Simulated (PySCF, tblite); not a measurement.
# C5H9BrSi2: geometry, infrared bands and NMR shifts

Wanted: the infrared bands and NMR shifts of C5H9BrSi2 (`CC1=C[SiH2]C=C[Si@H]1Br`), by calculation.

Programs: tblite 0.8.0 and PySCF 2.14.0, with density-fitted response routines of our own. Each step states its level of theory. These are calculated values for one molecule in the gas phase, unless marked as measured. Atoms are numbered from 0 throughout.

## Step 1: The molecule as given

17 atoms, charge 0, multiplicity 1; geometry from: force field or distance geometry start.

Bonds of the start (Å): C0–C1 1.50, C1–C2 1.34, C2–Si3 1.86, Si3–C4 1.85, C4–C5 1.34, C5–Si6 1.85, Si6–Br7 2.22, Si6–C1 1.84, C0–H8 1.11, C0–H9 1.12, C0–H10 1.10, C2–H11 1.08, Si3–H12 1.48, Si3–H13 1.47, C4–H14 1.10, C5–H15 1.08, Si6–H16 1.48.

## Step 2: Optimising the geometry with GFN2-xTB

What the job is given:

```
{"job": {"kind": "relax", "xc": "GFN2-xTB", "basis": "xTB"}, "charge": 0, "multiplicity": 1}
C      2.460500    -0.236900    -0.126000
C      0.958500    -0.232800    -0.114900
C      0.362200    -0.984400     0.821400
Si    -1.487200    -1.072400     0.951400
C     -2.075600     0.652600     0.649500
C     -1.472800     1.382100    -0.297100
Si    -0.055500     0.743400    -1.303300
Br     1.097200     2.324700    -2.359000
H      2.874900     0.789100    -0.006900
H      2.831800    -0.681000    -1.079600
H      2.887000    -0.846100     0.687800
H      0.954500    -1.560100     1.523800
H     -2.039500    -1.890600    -0.151700
H     -1.923300    -1.593200     2.258200
H     -2.914300     1.078200     1.222500
H     -1.800800     2.396700    -0.480100
H     -0.664500    -0.257300    -2.205800
```

Launch:

```console
OMP_NUM_THREADS=1 python probes_run.py task.json out
```

The driver reads the jobs from task.json and runs them one after another.

**Question.** This job is followed by: GFN2-xTB harmonic vibrations, gas phase; GIAO PBE0/pcSseg-1 NMR shielding, non-relativistic, gas phase. What will the session give for the following? strongest single infrared mode (GFN2-xTB); zero-point energy (GFN2-xTB); 13C shifts against TMS (PBE0/pcSseg-1); 1H shifts against TMS (PBE0/pcSseg-1, means over atoms taken as alike); 29Si shifts against TMS (PBE0/pcSseg-1); 79Br shifts against HBr (PBE0/pcSseg-1); surface potential, 1st and 99th percentile.

**Answer**, as computed:

| quantity | value |
| --- | --- |
| strongest single infrared mode (GFN2-xTB) | 2188 cm⁻¹, 345 km/mol |
| zero-point energy (GFN2-xTB) | 73.5 kcal/mol |
| 13C shifts against TMS (PBE0/pcSseg-1) | 165.6, 155.6, 154.9, 143.7, 31.8 ppm |
| 1H shifts against TMS (PBE0/pcSseg-1, means over atoms taken as alike) | 7.45, 7.44, 6.94, 5.55, 4.63, 4.61, 2.35 ppm |
| 29Si shifts against TMS (PBE0/pcSseg-1) | -29.3, -71.8 ppm |
| 79Br shifts against HBr (PBE0/pcSseg-1) | -60 ppm |
| surface potential, 1st and 99th percentile | -0.63 V and 1.13 V |

**Reading.** Over 91 steps the energy fell by 0.310 eV; of the close pairs, C1–Si6 changed most, 1.842 to 1.883 Å. No mode is imaginary among the 45: a minimum at this level. The strongest single mode, at 2188 cm⁻¹, moves mainly H12. GFN2-xTB is a fitted tight-binding method: band positions and strengths are rough. Its intensities can rank the bands wrongly. At PBE0/pcSseg-1: The largest span, 301 ppm, is at Br7, where the paramagnetic term is -444 ppm. By nearest atom (PBE0/pcSseg-1), the HOMO sits on C1, C2 about 32 % each; Br7 7 % and the LUMO on C4, C5 about 17 % each; Si6 11 %. Spin-orbit coupling is left out, which matters for shieldings and couplings at and beside the heavy atoms.
